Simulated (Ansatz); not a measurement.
# Cl4HSn with multiplicity 2: reaction (atom abstraction by a radical), part 2 of 2

How high is the barrier for the reaction (atom abstraction by a radical)? Relax the two ends, then run a nudged elastic band between them. Meant to form: Cl2–H6; to break: Sn1–Cl2. The start is a guess near the saddle point, from which both ends are pulled out.

Ansatz 0.2.0; UKS B3LYP-D4/def2-SVP. Earlier steps stand in the parts before.

## 6. The log goes on: end point B relaxed

Output, continued (excerpt; [...] marks lines left out):

```text
[...]
1104 factors; integrals over basis functions are off by at most 4.3e-4 eV
mean field -55929.26941101 eV, -2055.3627406342 hartree, gradient 2.1e-5 eV, S^2 0.753431; 0 other end points of the search recorded, 0 dependent functions left out
[...]
reference -55929.26968713 eV, -2055.3627507815 hartree; 46, 45 occupied and 57, 58 virtual orbitals, 1104 factors
[...]
Atom 2 at     1.830036     0.000006     0.552517 Å, force    -0.020306    -0.000007     0.001147 eV/Å
Atom 3 at    -0.993234     1.957471    -1.181395 Å, force     0.003467    -0.021067     0.008242 eV/Å
Atom 4 at    -0.993230    -1.957473    -1.181387 Å, force     0.003467     0.021062     0.008239 eV/Å
Atom 5 at     0.936572    -0.000022     2.830175 Å, force    -0.001542     0.000013     0.004534 eV/Å
Dipole moment:    -0.093081    -0.000006     0.407234 e Å
```

Wall time 82 s (4 threads of Arm Neoverse V2, shared host); peak memory 0.41 GiB.

Step by step:

```csv
step,energy from step 1 (eV),largest force component (eV/Å)
1,0.0000,1.1401
2,-0.0194,0.6423
3x,-0.0070,1.3462
4,-0.0341,0.2800
5,-0.0471,0.2009
6,-0.0658,0.2905
7,-0.0797,0.1934
8,-0.0922,0.6693
9,-0.1160,0.3612
10x,-0.1042,0.2247
11,-0.1235,0.0420
12,-0.1241,0.0335
13,-0.1253,0.0239
14,-0.1259,0.2079
15,-0.1272,0.0516
16,-0.1276,0.0590
17,-0.1280,0.0152
18,-0.1295,0.2142
19,-0.1346,0.4254
20,-0.1420,0.5999
21,-0.1623,0.3905
22,-0.1868,0.3732
23,-0.2136,0.3077
24,-0.2381,0.2204
25,-0.2398,0.6992
26,-0.2467,0.1815
27,-0.2550,0.0966
28,-0.2556,0.1229
29,-0.2569,0.0211
```

Step 1 is the start. 2 steps were tried and not accepted (3, 10; marked x where the table lists them).

After: Bond lengths: Sn1–Cl3 2.425 Å, Sn1–Cl4 2.396 Å, Sn1–Cl5 2.396 Å, Cl2–H6 1.303 Å. Angles: Cl3–Sn1–Cl4 105.9°, Cl3–Sn1–Cl5 105.9°, Cl4–Sn1–Cl5 109.5°.

## 7. Nudged elastic band

crystal.atoms is end A as relaxed above, and neb.final_atoms is end B, turned to lie on A. With 5 inner images the band has 7 in all. The start path is listed, through a guess of the saddle.

Input file input.yaml:

```yaml
crystal:
  periodic: [false, false, false]
  atoms:
    - { symbol: Sn, position_ang: [0.02071, 0.0, -0.108098] }
    - { symbol: Cl, position_ang: [0.089854, 0.0, 2.227773] }
    - { symbol: Cl, position_ang: [2.197845, 0.0, -0.952175] }
    - { symbol: Cl, position_ang: [-1.102905, 1.906408, -0.8532] }
    - { symbol: Cl, position_ang: [-1.102905, -1.906408, -0.8532] }
    - { symbol: H, position_ang: [-0.100199, 0.0, 5.121399] }
magnetization:
  spin_polarized: true
  initial_magnetization: 1
basis:
  gaussian: { orbitals: def2-SVP }
hamiltonian:
  xc: b3lyp
  dispersion: d4
neb:
  order_check: false
  images: 5
  f_tol: 0.05
  max_iterations: 60
  final_atoms:
    - { symbol: Sn, position_ang: [-0.54699568, 1.87e-06, 0.12093169] }
    - { symbol: Cl, position_ang: [-0.26735998, 2.346e-05, 3.42727273] }
    - { symbol: Cl, position_ang: [1.83355103, 5.6e-07, 0.58558106] }
    - { symbol: Cl, position_ang: [-0.95795137, 1.95746827, -1.19902198] }
    - { symbol: Cl, position_ang: [-0.95795842, -1.95747572, -1.19900282] }
    - { symbol: H, position_ang: [0.89911442, -1.843e-05, 2.84673831] }
  initial_path:
    images:
      - { positions_ang: [[0.02071, 0.0, -0.108098], [0.089854, 0.0, 2.227773], [2.197845, 0.0, -0.952175], [-1.102905, 1.906408, -0.8532], [-1.102905, -1.906408, -0.8532], [-0.100199, 0.0, 5.121399]] }
      - { positions_ang: [[0.01352021, 0.0, -0.07206508], [0.06061389, 0.0, 2.37184836], [2.2221754, 0.0, -0.90313529], [-1.11422388, 1.926472, -0.83587383], [-1.11422388, -1.926472, -0.83587383], [-0.06546174, 0.0, 4.85759868]] }
      - { positions_ang: [[0.00633042, 0.0, -0.03603216], [0.03137378, 0.0, 2.51592372], [2.2465058, 0.0, -0.85409558], [-1.12554276, 1.946536, -0.81854767], [-1.12554276, -1.946536, -0.81854767], [-0.03072449, 0.0, 4.59379835]] }
      - { positions_ang: [[-0.00085938, 0.0, 7.7e-07], [0.00213368, 0.0, 2.65999908], [2.27083621, 0.0, -0.80505587], [-1.13686164, 1.9666, -0.8012215], [-1.13686164, -1.9666, -0.8012215], [0.00401277, 0.0, 4.32999803]] }
      - { positions_ang: [[-0.18290481, 6.2e-07, 0.04031108], [-0.08769754, 7.82e-06, 2.91575697], [2.12507448, 1.9e-07, -0.34151023], [-1.07722488, 1.96355609, -0.93382166], [-1.07722723, -1.96355857, -0.93381527], [0.30237999, -6.14e-06, 3.83557812]] }
      - { positions_ang: [[-0.36495024, 1.25e-06, 0.08062138], [-0.17752876, 1.564e-05, 3.17151485], [1.97931275, 3.7e-07, 0.12203542], [-1.01758813, 1.96051218, -1.06642182], [-1.01759283, -1.96051715, -1.06640905], [0.6007472, -1.229e-05, 3.34115822]] }
      - { positions_ang: [[-0.54699568, 1.87e-06, 0.12093169], [-0.26735998, 2.346e-05, 3.42727273], [1.83355103, 5.6e-07, 0.58558106], [-0.95795137, 1.95746827, -1.19902198], [-0.95795842, -1.95747572, -1.19900282], [0.89911442, -1.843e-05, 2.84673831]] }
```

Launch:

```bash
ansatz run input.yaml --threads 4 --pin off --max-ram 5120MiB --backend cpu --events-out ev --progress --plain --runs-dir out
```

The program printed (excerpt; [...] marks lines left out):

```text
Warning: RAYON_NUM_THREADS=4 ignored (pool sized by the plan → 4); use --threads N
[...]
[... 1 set-up line as earlier in the session ...]
[...]
1093 factors; integrals over basis functions are off by at most 2.9e-4 eV
[...]
mean field -55927.90586527 eV, -2055.3126312525 hartree, gradient 3.2e-5 eV, S^2 0.750148; 0 other end points of the search recorded, 0 dependent functions left out
[...]
Atom 2 at     2.197883     0.000003    -0.769761 Å, force    -0.001694    -0.000000     0.000316 eV/Å
Atom 3 at    -1.111004     1.910406    -0.756145 Å, force     0.000476    -0.000895     0.000593 eV/Å
Atom 4 at    -1.111002    -1.910408    -0.756146 Å, force     0.000476     0.000895     0.000593 eV/Å
Atom 5 at     0.024973    -0.000002     4.407092 Å, force    -0.000476    -0.000000     0.000062 eV/Å
Dipole moment:     0.000641    -0.000000     0.136437 e Å
this run last wrote the band of iteration 24 to <dir>
```

Wall time 5.6 min (4 threads of Arm Neoverse V2, shared host); peak memory 0.43 GiB.

## 8. The band, image by image

Images 0 and 6 are the ends. Energies count from image 0; the path length is the program's own measure over all atoms.

| image | path (Å) | energy (eV) | Cl2–H6 (Å) | Sn1–Cl2 (Å) | band force (eV/Å) |
| --- | --- | --- | --- | --- | --- |
| 0 | 0.000 | 0.0000 | 2.90 | 2.34 | - |
| 1 | 1.613 | 0.0035 | 3.35 | 2.34 | 0.043 |
| 2* | 3.221 | 0.0700 | 1.98 | 2.40 | 0.005 |
| 3 | 4.078 | -1.2133 | 1.30 | 3.22 | 0.001 |
| 4 | 4.935 | -1.3136 | 1.29 | 3.44 | 0.003 |
| 5 | 5.792 | -1.3626 | 1.29 | 3.38 | 0.001 |
| 6 | 6.649 | -1.4381 | 1.30 | 3.32 | - |

The star marks the climbing image.

image, energy (eV) and a bar:
```
        0      0.000 #############################
        1      0.004 #############################
        2      0.070 ##############################
        3     -1.213 ####
        4     -1.314 ##
        5     -1.363 ##
        6     -1.438
```

How the highest energy settled:

```csv
iteration,highest image above image 0 (eV),largest band force (eV/Å)
1,9.9150,70.126
3,0.0647,5.753
5,0.0249,0.747
7,0.0193,0.525
9,0.0102,0.554
11,0.0249,0.224
13,0.0899,2.477
15,0.0732,1.120
17,0.0713,0.435
19,0.0703,0.065
21,0.0700,0.084
23,0.0700,0.076
24,0.0700,0.043
```

The band as a trajectory file:

```xyz
6
image=0 dE=0.0000
Sn    0.021    0.000   -0.108
Cl    0.090    0.000    2.228
Cl    2.198    0.000   -0.952
Cl   -1.103    1.906   -0.853
Cl   -1.103   -1.906   -0.853
H    -0.100    0.000    5.121
6
image=1 dE=0.0035
Sn   -0.182    0.000   -0.090
Cl   -0.824    0.000    2.158
Cl    2.150    0.000   -0.223
Cl   -1.023    1.905   -1.147
Cl   -1.023   -1.905   -1.147
H     0.904    0.000    5.031
6
image=2 dE=0.0700
Sn   -0.005    0.000    0.031
Cl    0.006    0.000    2.427
Cl    2.198    0.000   -0.770
Cl   -1.111    1.910   -0.756
Cl   -1.111   -1.910   -0.756
H     0.025    0.000    4.407
6
image=3 dE=-1.2133
Sn    0.022    0.000   -0.087
Cl   -0.313   -0.001    3.119
Cl    2.265    0.001   -0.919
Cl   -1.109    1.945   -0.909
Cl   -1.108   -1.945   -0.910
H     0.245    0.000    4.289
6
image=4 dE=-1.3136
Sn   -0.104    0.000   -0.011
Cl   -0.604   -0.002    3.391
Cl    2.239    0.001   -0.537
Cl   -1.075    1.939   -1.032
Cl   -1.074   -1.939   -1.032
H     0.621    0.000    3.803
6
image=5 dE=-1.3626
Sn   -0.357    0.000    0.036
Cl   -0.440   -0.001    3.419
Cl    2.045    0.000    0.059
Cl   -1.049    1.953   -1.172
Cl   -1.049   -1.953   -1.171
H     0.853    0.000    3.411
6
image=6 dE=-1.4381
Sn   -0.547    0.000    0.121
Cl   -0.267    0.000    3.427
Cl    1.834    0.000    0.586
Cl   -0.958    1.957   -1.199
Cl   -0.958   -1.957   -1.199
H     0.899    0.000    2.847
```

## 9. Vibrations at the top

The geometry is the highest inner image of the first converged band.

Input file input.yaml:

```yaml
crystal:
  periodic: [false, false, false]
  atoms:
    - { symbol: Sn, position_ang: [-0.004801, 0.0, 0.030642] }
    - { symbol: Cl, position_ang: [0.00635, 1.0e-06, 2.426816] }
    - { symbol: Cl, position_ang: [2.197883, 3.0e-06, -0.769761] }
    - { symbol: Cl, position_ang: [-1.111004, 1.910406, -0.756145] }
    - { symbol: Cl, position_ang: [-1.111002, -1.910408, -0.756146] }
    - { symbol: H, position_ang: [0.024973, -2.0e-06, 4.407092] }
magnetization:
  spin_polarized: true
  initial_magnetization: 1
basis:
  gaussian: { orbitals: def2-SVP }
hamiltonian:
  xc: b3lyp
  dispersion: d4
phonons: {}
```

Launch:

```bash
ansatz run input.yaml --threads 4 --pin off --max-ram 5120MiB --backend cpu --events-out ev --progress --plain --runs-dir out
```

The program printed (excerpt; [...] marks lines left out):

```text
Warning: RAYON_NUM_THREADS=4 ignored (pool sized by the plan → 4); use --threads N
[...]
[... 1 set-up line as earlier in the session ...]
[...]
1096 factors; integrals over basis functions are off by at most 3.1e-4 eV
[...]
mean field -55927.83331210 eV, -2055.3099649726 hartree, gradient 5.2e-5 eV, S^2 0.759160; 0 other end points of the search recorded, 0 dependent functions left out
[...]
reference -55927.83360477 eV, -2055.3099757280 hartree; 46, 45 occupied and 57, 58 virtual orbitals, 1096 factors
[...]
WARN: phonons: modes at or below zero, which the zero-point energy, F, S and C_V leave out: 1, the lowest at -594.53 cm⁻¹. A minimum has none, and a first-order saddle one
[...]
Atom 2 at     2.197883     0.000003    -0.769761 Å, force    -0.001759    -0.000000     0.000225 eV/Å
Atom 3 at    -1.111004     1.910406    -0.756145 Å, force     0.000625    -0.000860     0.000415 eV/Å
Atom 4 at    -1.111002    -1.910408    -0.756146 Å, force     0.000625     0.000860     0.000415 eV/Å
Atom 5 at     0.024973    -0.000002     4.407092 Å, force    -0.000453    -0.000000     0.000068 eV/Å
Dipole moment:     0.000647    -0.000000     0.136437 e Å
Vibrations: -594.53 81.94 81.99 104.29 104.34 119.66 142.98 143.01 347.27 376.32 388.25 388.26 cm⁻¹, zero-point energy 0.141237 eV
```

Run time: 37 s. Hardware: 4 threads of Arm Neoverse V2, shared host; peak memory 0.4 GiB.

Of 12 modes, 1 is imaginary by more than 30 cm⁻¹ (595i cm⁻¹).

## 10. A trajectory let go at the top

It starts at the highest inner image of the first converged band: 200 steps of 0.5 fs at constant energy, with velocities drawn for 300 K.

input.yaml: that of step 9 with these lines changed.

```diff
@@ -17,2 +17,8 @@
   dispersion: d4
-phonons: {}
+md:
+  timestep: 0.5
+  n_steps: 200
+  ensemble: nve
+  temperature: 300.0
+  initial_velocities: maxwell_boltzmann
+  seed: 10607
```

Launch:

```bash
ansatz run input.yaml --threads 4 --pin off --max-ram 5120MiB --backend cpu --events-out ev --progress --plain --runs-dir out
```

The program printed (excerpt; [...] marks lines left out):

```text
Warning: RAYON_NUM_THREADS=4 ignored (pool sized by the plan → 4); use --threads N
[...]
[... 1 set-up line as earlier in the session ...]
[...]
1096 factors; integrals over basis functions are off by at most 3.1e-4 eV
[...]
mean field -55927.83331210 eV, -2055.3099649726 hartree, gradient 5.2e-5 eV, S^2 0.759160; 0 other end points of the search recorded, 0 dependent functions left out
[...]
md step    72: t =    36.00 fs  T =   318.4 K  F+E_penalty+E_count = -55928.26271627 eV  E_kin = 0.164608 eV  conserved = -55928.09810782 eV  (25 SCF iters)
[...]
md step    96: t =    48.00 fs  T =   331.8 K  F+E_penalty+E_count = -55928.26969418 eV  E_kin = 0.171576 eV  conserved = -55928.09811797 eV  (25 SCF iters)
md step    97: t =    48.50 fs  T =   330.3 K  F+E_penalty+E_count = -55928.26887453 eV  E_kin = 0.170757 eV  conserved = -55928.09811793 eV  (25 SCF iters)
```

## 11. More of the same log: dynamics from the highest image of the converged band

Output, continued (excerpt; [...] marks lines left out):

```text
md step    98: t =    49.00 fs  T =   328.4 K  F+E_penalty+E_count = -55928.26792985 eV  E_kin = 0.169812 eV  conserved = -55928.09811789 eV  (24 SCF iters)
[...]
md step   123: t =    61.50 fs  T =   234.3 K  F+E_penalty+E_count = -55928.21924575 eV  E_kin = 0.121141 eV  conserved = -55928.09810480 eV  (22 SCF iters)
[...]
Atom 2 at     2.241616     0.007945    -0.675191 Å, force    -0.426231    -0.012542    -0.064070 eV/Å
Atom 3 at    -1.104450     1.947967    -0.751446 Å, force    -0.041661    -0.036849    -0.097215 eV/Å
Atom 4 at    -1.139876    -1.992822    -0.691464 Å, force     0.345223     0.706252     0.118933 eV/Å
Atom 5 at     0.278941    -1.820901     8.358190 Å, force    -0.000018     0.000114    -0.000435 eV/Å
Dipole moment:    -0.054846     0.047155    -0.061957 e Å
```

It took 8.6 min on 4 threads of Arm Neoverse V2, shared host; peak memory 0.4 GiB.

## 12. The trajectory

The trajectory, every 11 steps (energies from step 0):

```csv
time (fs),T (K),potential energy change (meV/atom),total energy change (meV/atom),Cl2–H6 (Å),Sn1–Cl2 (Å)
0.0,300,0.0,0.00,1.98,2.40
5.5,319,-1.6,0.00,2.17,2.38
11.0,343,-3.7,-0.01,2.40,2.35
16.5,347,-4.1,-0.01,2.66,2.33
22.0,331,-2.7,0.00,2.93,2.31
27.5,314,-1.2,0.00,3.20,2.29
33.0,312,-1.1,0.00,3.46,2.29
38.5,325,-2.2,0.00,3.71,2.29
44.0,336,-3.1,-0.01,3.95,2.30
49.5,326,-2.3,-0.01,4.19,2.31
55.0,290,0.9,0.00,4.41,2.33
60.5,242,5.0,0.00,4.64,2.35
66.0,210,7.8,0.00,4.87,2.37
71.5,211,7.7,0.00,5.09,2.38
77.0,241,5.1,0.00,5.33,2.38
82.5,278,1.9,-0.01,5.56,2.38
88.0,302,-0.2,-0.01,5.80,2.37
93.5,304,-0.3,-0.01,6.04,2.35
99.0,286,1.2,0.00,6.29,2.33
100.0,281,1.6,0.00,6.33,2.33
```

time (fs), T (K) and a bar:
```
      0.0        300 ####################
      4.5        314 #######################
      8.5        334 ###########################
     13.0        348 ##############################
     17.5        345 #############################
     21.5        333 ###########################
     26.0        318 ########################
     30.5        311 ######################
     35.0        316 #######################
     39.0        327 ##########################
     43.5        336 ###########################
     48.0        332 ###########################
     52.0        313 #######################
     56.5        277 ###############
     61.0        238 #######
     65.0        214 #
     69.5        207 
     74.0        222 ###
     78.5        251 #########
     82.5        278 ###############
     87.0        300 ####################
     91.5        306 #####################
     95.5        299 ####################
    100.0        281 ################
```

The last frame stands with the bonds of end A.

## 13. A trajectory let go at the top

It starts at the highest inner image of the first converged band: 200 steps of 0.5 fs at constant energy, with velocities drawn for 100 K.

input.yaml: that of step 10 with these lines changed.

```diff
@@ -21,4 +21,4 @@
   ensemble: nve
-  temperature: 300.0
+  temperature: 100.0
   initial_velocities: maxwell_boltzmann
-  seed: 10607
+  seed: 10608
```

Launch:

```bash
ansatz run input.yaml --threads 4 --pin off --max-ram 5120MiB --backend cpu --events-out ev --progress --plain --runs-dir out
```

The program printed (excerpt; [...] marks lines left out):

```text
Warning: RAYON_NUM_THREADS=4 ignored (pool sized by the plan → 4); use --threads N
[...]
[... 1 set-up line as earlier in the session ...]
[...]
1096 factors; integrals over basis functions are off by at most 3.1e-4 eV
[...]
mean field -55927.83331210 eV, -2055.3099649726 hartree, gradient 5.2e-5 eV, S^2 0.759160; 0 other end points of the search recorded, 0 dependent functions left out
[...]
md step    75: t =    37.50 fs  T =  1150.2 K  F+E_penalty+E_count = -55928.79802649 eV  E_kin = 0.594677 eV  conserved = -55928.20334945 eV  (30 SCF iters, 3 dispersion substeps)
[...]
md step   100: t =    50.00 fs  T =   970.5 K  F+E_penalty+E_count = -55928.69849970 eV  E_kin = 0.501807 eV  conserved = -55928.19669299 eV  (29 SCF iters, 3 dispersion substeps)
md step   101: t =    50.50 fs  T =  1009.7 K  F+E_penalty+E_count = -55928.71901378 eV  E_kin = 0.522055 eV  conserved = -55928.19695881 eV  (25 SCF iters, 3 dispersion substeps)
```

## 14. More of the same log: dynamics from the highest image of the converged band

The log, continued (excerpt; [...] marks lines left out):

```text
md step   102: t =    51.00 fs  T =  1252.1 K  F+E_penalty+E_count = -55928.84858862 eV  E_kin = 0.647363 eV  conserved = -55928.20122598 eV  (29 SCF iters, 3 dispersion substeps)
[...]
md step   126: t =    63.00 fs  T =  1419.8 K  F+E_penalty+E_count = -55928.93118555 eV  E_kin = 0.734085 eV  conserved = -55928.19710009 eV  (30 SCF iters, 3 dispersion substeps)
[...]
Atom 2 at     2.327016    -0.019158    -0.879602 Å, force    -0.414515     0.020100    -0.008390 eV/Å
Atom 3 at    -1.179714     2.011824    -0.942979 Å, force     0.148446    -0.238125    -0.053001 eV/Å
Atom 4 at    -1.161680    -2.021300    -0.848476 Å, force     0.207968     0.380028    -0.004702 eV/Å
Atom 5 at     0.609308    -0.882532     4.015458 Å, force     4.261177    -5.943944     3.029541 eV/Å
Dipole moment:     0.120935    -0.150152     0.637094 e Å
```

Run time: 9.6 min. Hardware: 4 threads of Arm Neoverse V2, shared host; peak memory 0.4 GiB.

## 15. Frames and traces

One step in 11; energies are changes from step 0:

```csv
time (fs),T (K),potential energy change (meV/atom),total energy change (meV/atom),Cl2–H6 (Å),Sn1–Cl2 (Å)
0.0,100,0.0,0.00,1.98,2.40
5.5,94,0.5,0.00,1.96,2.39
11.0,81,1.6,0.00,1.94,2.39
16.5,72,2.4,0.00,1.90,2.40
22.0,99,0.1,0.01,1.82,2.40
27.5,359,-22.2,0.06,1.63,2.42
33.0,512,-35.6,-0.14,1.21,2.46
38.5,1011,-78.6,-0.08,1.47,2.51
44.0,787,-59.1,0.10,1.59,2.59
49.5,1142,-89.6,0.14,1.17,2.69
55.0,1473,-118.3,0.06,1.50,2.78
60.5,2246,-185.6,-0.69,1.35,2.89
66.0,2414,-200.4,-0.92,1.32,3.01
71.5,1880,-153.4,0.04,1.47,3.13
77.0,2142,-176.9,-0.93,1.19,3.25
82.5,1563,-125.9,0.23,1.52,3.37
88.0,1547,-123.6,1.09,1.13,3.50
93.5,1512,-121.4,0.25,1.52,3.62
99.0,1941,-159.0,-0.34,1.16,3.74
100.0,1538,-122.8,1.12,1.13,3.77
```

time (fs), T (K) and a bar:
```
      0.0        100 
      4.5         96 
      8.5         87 
     13.0         76 
     17.5         72 
     21.5         93 
     26.0        228 ##
     30.5        846 #########
     35.0        560 ######
     39.0        926 ##########
     43.5        718 ########
     48.0       1774 #####################
     52.0       1857 ######################
     56.5       1207 ##############
     61.0       2318 ############################
     65.0       2217 ##########################
     69.5       1438 #################
     74.0       2409 #############################
     78.5       2515 ##############################
     82.5       1563 ##################
     87.0       1913 #######################
     91.5       2197 ##########################
     95.5       1833 ######################
    100.0       1538 ##################
```

Bonds that form or break, judged by distance (formed within 1.15 times the sum of covalent radii and held on average over 12 fs, broken when stretched by half; pairs already stretched at the start don't count as bonds):

```csv
time (fs),bond,event
30.0,Cl2–H6,forms
93.5,Sn1–Cl2,breaks
```

The last frame stands with the bonds of end B.

## 16. What came out

This closing draws on all 2 parts.

| quantity | value |
| --- | --- |
| end A | 5 moves, 0.024 eV lower |
| end B | 26 moves, 0.257 eV lower |
| barrier forwards | 0.070 eV |
| barrier backwards | 1.508 eV |
| second end relative to first | -1.438 eV |
| highest image | 2 of 0 to 6, climbing |
| band iterations | 24 |
| pieces at the ends | Cl4Sn + H → Cl3Sn + ClH |
| imaginary modes at the top | 595i cm⁻¹ |
| trajectory at 300 K, after 100 fs | with the bonds of end A, at 281 K |
| trajectory at 100 K, after 100 fs | with the bonds of end B, at 1538 K |

**Reading.** Along this path the system climbs 0.070 eV from the first end (2.7 kT at 300 K). The second end lies 1.44 eV below the first, so the way back costs 1.51 eV. By distance, end A alone has Sn1–Cl2 and end B alone has Cl2–H6. One imaginary mode, as a first-order saddle point has. Zero-point energy and entropy are left out.
